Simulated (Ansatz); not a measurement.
# Al₂O₃, space group P-6m2: a relaxation followed by a look at the electronic structure

Computed with Ansatz's Python interface.

Notebook, run cell by cell (the value of a cell's last expression is shown):

In [1]:
```python
import ansatz
from ase import Atoms
import numpy as np
```

In [2]:
```python
def count_gap(report):
    # lowest empty less highest filled band, counting bands; zero where they overlap
    return max(report.get("gap_by_band_count_ev") or 0.0, 0.0)
```

In [3]:
```python
def with_settings(crystal, spacing):
    return (
        crystal.calculation()
        .functional("r2scan", dispersion="D4")
        .pseudopotentials("nc")
        .occupations(ansatz.OccupationsMethod.FIXED)
        .scf(tolerance=1e-05)
        .kpoints(spacing=spacing)
    )
```

In [4]:
```python
atoms = Atoms(
    ["Al", "Al", "O", "O", "O"],
    scaled_positions=[
        (0.0, 0.0, 0.14999233),
        (0.0, 0.0, 0.85000767),
        (1 / 3, 2 / 3, 0.22231692),
        (2 / 3, 1 / 3, 0.0),
        (1 / 3, 2 / 3, 0.77768308),
    ],
    cell=[
        (2.88432495, 0.0, 0.0),
        (-1.44216247, 2.49789868, 0.0),
        (0.0, 0.0, 9.33675446),
    ],
    pbc=True,
)
system = ansatz.Crystal.from_ase(atoms)
```

In [5]:
```python
[site.symbol for site in system.resolved().sites]
```
Out [5]:
```text
['Al', 'Al', 'O', 'O', 'O']
```

In [6]:
```python
relaxed = with_settings(system, 0.45).relax(cell=True, force_tolerance=0.02, max_steps=40).checkpoint(write="relax.run").run()
cell = np.asarray(relaxed.lattice.cell_ang)
print("relaxed edges (A):", np.linalg.norm(cell, axis=1).round(4), " volume:", round(abs(np.linalg.det(cell)), 3), "A^3")
for site in relaxed.lattice.sites:
    print(" ", site.symbol, np.round(site.position_frac, 4) + 0.0)
```
```text
DeckWarning: basis.ecutwfc = 1290 eV, auto-derived from the records' recommended cutoffs: set by O (normal level)
DeckWarning: scf.convergence.dr2_threshold = 1e-5 eV is looser than this run's default, which is 1e-7 eV or tighter. The error in the forces grows as the threshold's square root, so leave the key out unless less accurate forces are enough
DeckWarning: relax.cell: scf.convergence.dr2_threshold = 1e-5 eV is looser than the 5e-10 eV advised for a relaxation that steers and ends on the stress (1e-10 eV for each atom of the cell: 5). What an SCF threshold leaves in a stress goes as its square root, [...]
relaxed edges (A): [2.8501 2.8501 7.3161]  volume: 51.467 A^3
  Al [0.     0.     0.1892]
  Al [0.     0.     0.8108]
  O [0.3333 0.6667 0.2799]
  O [0.6667 0.3333 0.    ]
  O [0.3333 0.6667 0.7201]
```

In [7]:
```python
final = ansatz.Crystal.from_checkpoint("relax.run")
done = with_settings(final, 0.34).stress().band_table().density_of_states(energy_step=0.05).run()
rep = done.report
```
```text
DeckWarning: crystal.checkpoint: the structure is that of relax.run, a `relax` run, at its step 11: its result, under r2scan at a charge of 0 e; 5 atoms read, 0 with a starting moment [...]
DeckWarning: output.stress: scf.convergence.dr2_threshold = 1e-5 eV is looser than the 5e-10 eV advised for a printed stress (1e-10 eV for each atom of the cell: 5). What an SCF threshold leaves in a stress goes as its square root, and in the free energy as [...]
```

In [8]:
```python
rep["published_state_doubts"]
```
Out [8]:
```text
[]
```

In [9]:
```python
done.lattice.cell_ang
```
Out [9]:
```text
array([[ 2.85009564e+00, -2.85249325e-09,  1.21838759e-17],
       [-1.42504782e+00,  2.46825523e+00, -6.09193792e-18],
       [ 3.94400282e-17, -1.88648558e-32,  7.31609188e+00]])
```

In [10]:
```python
dos = done.density_of_states()
print(f"pressure at the relaxed cell {np.trace(rep['stress_gpa']) / 3:.3f} GPa, gap by band count {count_gap(rep):.3f} eV")
if count_gap(rep) == 0:
    print("states/eV at the Fermi level:", round(float(np.interp(dos.fermi_ev, dos.energies_ev, dos.spin_summed_g_bin_mean_per_ev)), 3))
```
```text
pressure at the relaxed cell -0.003 GPa, gap by band count 5.586 eV
```

These settings explore the input space; cutoff and mesh may be short of convergence. Along an axis with an odd division the mesh misses the point at one half; a gap read on a finite mesh is an upper bound on this functional's gap. Semilocal gaps usually lie well under measured ones. Such functionals run on norm-conserving files made under PBE, which can move pressures by some GPa. The crystal has a gap of about 5.58 eV on the mesh; bins of finite width blur the band edges. The structure comes from a database of computed cells and needn't be a stable or known phase. Levels are Kohn-Sham eigenvalues on this mesh. Warnings are shown shortened and without file and line. Where the second run takes another functional or mesh than the relaxation, its pressure isn't zero; pressure is positive in compression. The density of states is complete only as far up as bands were computed. Finished in 2.3 min on 1 thread of Arm Neoverse V2, with other jobs on the host, peak memory 1 GiB.
